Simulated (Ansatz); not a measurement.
# Al5Ga3N8: gaps at several levels of theory

One table from this session's results is given with a row withheld; the runs are named, their logs left out.

Program: Ansatz 0.2.0. Level of theory: DFT PBEsol, scalar-relativistic, plane waves, PAW. These are calculated values, not measurements.

That is the level of the relaxation; later steps name their own.

**The system as given**

The structure is monoclinic, space group Cm (No. 8). Conventional cell: a = 10.837 Å, b = 6.257 Å, c = 5.082 Å, α = 90.00°, β = 90.00°, γ = 90.00°. Al (site symmetry 1) is surrounded by 4 N at 1.91 Å. Around Al (site symmetry m) lie 4 N at 1.91 Å. Around Ga (site symmetry m) lie 4 N at 1.91 Å. Around Ga (site symmetry 1) lie 4 N at 1.91 Å. N (site symmetry 1) has 3 Al at 1.91 Å and 1 Ga at 1.91 Å as nearest neighbours. Around N (site symmetry m) lie 2 Al at 1.91 Å and 2 Ga at 1.91 Å. Only part of the 12 independent sites is listed.

Coordinates:

```cif
data_structure
_symmetry_space_group_name_H-M 'Cm'
_symmetry_Int_Tables_number 8
_cell_length_a 10.8368
_cell_length_b 6.2566
_cell_length_c 5.0820
_cell_angle_alpha 90.000
_cell_angle_beta 90.000
_cell_angle_gamma 90.000
_cell_volume 344.57
loop_
_atom_site_label
_atom_site_type_symbol
_atom_site_symmetry_multiplicity
_atom_site_Wyckoff_symbol
_atom_site_fract_x
_atom_site_fract_y
_atom_site_fract_z
_atom_site_occupancy
Al1 Al 4 b 0.58333 0.75000 0.00000 1
Al2 Al 2 a 0.83333 0.50000 0.00000 1
Ga1 Ga 2 a 0.83333 0.00000 0.00000 1
Al3 Al 2 a 0.66667 0.00000 0.50000 1
Al4 Al 2 a 0.66667 0.50000 0.50000 1
Ga2 Ga 4 b 0.91667 0.75000 0.50000 1
N1 N 4 b 0.58333 0.75000 0.62500 1
N2 N 2 a 0.83333 0.50000 0.62500 1
N3 N 2 a 0.83333 0.00000 0.62500 1
N4 N 2 a 0.66667 0.00000 0.12500 1
N5 N 2 a 0.66667 0.50000 0.12500 1
N6 N 4 b 0.91667 0.75000 0.12500 1
```

Set-up of the first run:

(A quick probe on a coarse mesh, which set the mesh and smearing, is not shown.)

Input file input.yaml:

```yaml
crystal:
  lattice:
    - [0.0, 0.0, -5.0820266]
    - [3.12830906, 5.41839023, 0.0]
    - [3.12830906, -5.41839023, 0.0]
  atoms:
    - { symbol: Al, position: [0.0, 0.16666667, 0.33333333] }
    - { symbol: Al, position: [0.0, 0.16666667, 0.83333333] }
    - { symbol: Al, position: [0.0, 0.66666667, 0.33333333] }
    - { symbol: Ga, position: [0.0, 0.66666667, 0.83333333] }
    - { symbol: Al, position: [0.5, 0.33333333, 0.66666667] }
    - { symbol: Al, position: [0.5, 0.33333333, 0.16666667] }
    - { symbol: Ga, position: [0.5, 0.83333333, 0.66666667] }
    - { symbol: Ga, position: [0.5, 0.83333333, 0.16666667] }
    - { symbol: "N", position: [0.625, 0.16666667, 0.33333333] }
    - { symbol: "N", position: [0.625, 0.16666667, 0.83333333] }
    - { symbol: "N", position: [0.625, 0.66666667, 0.33333333] }
    - { symbol: "N", position: [0.625, 0.66666667, 0.83333333] }
    - { symbol: "N", position: [0.125, 0.33333333, 0.66666667] }
    - { symbol: "N", position: [0.125, 0.33333333, 0.16666667] }
    - { symbol: "N", position: [0.125, 0.83333333, 0.66666667] }
    - { symbol: "N", position: [0.125, 0.83333333, 0.16666667] }
basis:
  ecutwfc: 420
kpoints:
  mp_grid: { grid: [4, 6, 6] }
hamiltonian:
  xc: pbesol
scf:
  occupations: { method: gaussian, width: 0.1 }
output:
  forces: true
  stress: true
  eigenvalues: true
relax:
  adjacent_minimum: "off"
  f_tol: 0.05
  max_steps: 80
  cell: { stress_tol: 0.5 }
```

Run with:

```sh
$ ansatz run input.yaml --threads 4 --pin off --max-ram 10240MiB --backend cpu --events-out ev --progress --plain --runs-dir out
```

Among the steps run: A loose first relaxation; Full relaxation; Band edges over the whole zone; The run at PBEsol; Levels with PBEsol on the hybrid's mesh; The run at HSE06; Levels with PBEsol, spin-orbit coupling; The run at r2SCAN.

One table of the session follows, with a row left open; its other results are not shown here.

```
                      level  gap (eV)  least direct gap (eV)
                     PBEsol      3.19                   3.19
PBEsol on the hybrid's mesh      3.19                   3.19
                      HSE06      4.58                   4.58
PBEsol, spin-orbit coupling      3.19                   3.19
                     r2SCAN         ?                      ?
```

Q: Estimate the row for r2SCAN from the others.

**Answer.** gap (eV): 3.79; least direct gap (eV): 3.79. In the column «gap (eV)» it lies between PBEsol, spin-orbit coupling (3.19) and HSE06 (4.58).

Gaps are by band count over the mesh and the named points; a gap of 0 means that the bands overlap or touch.
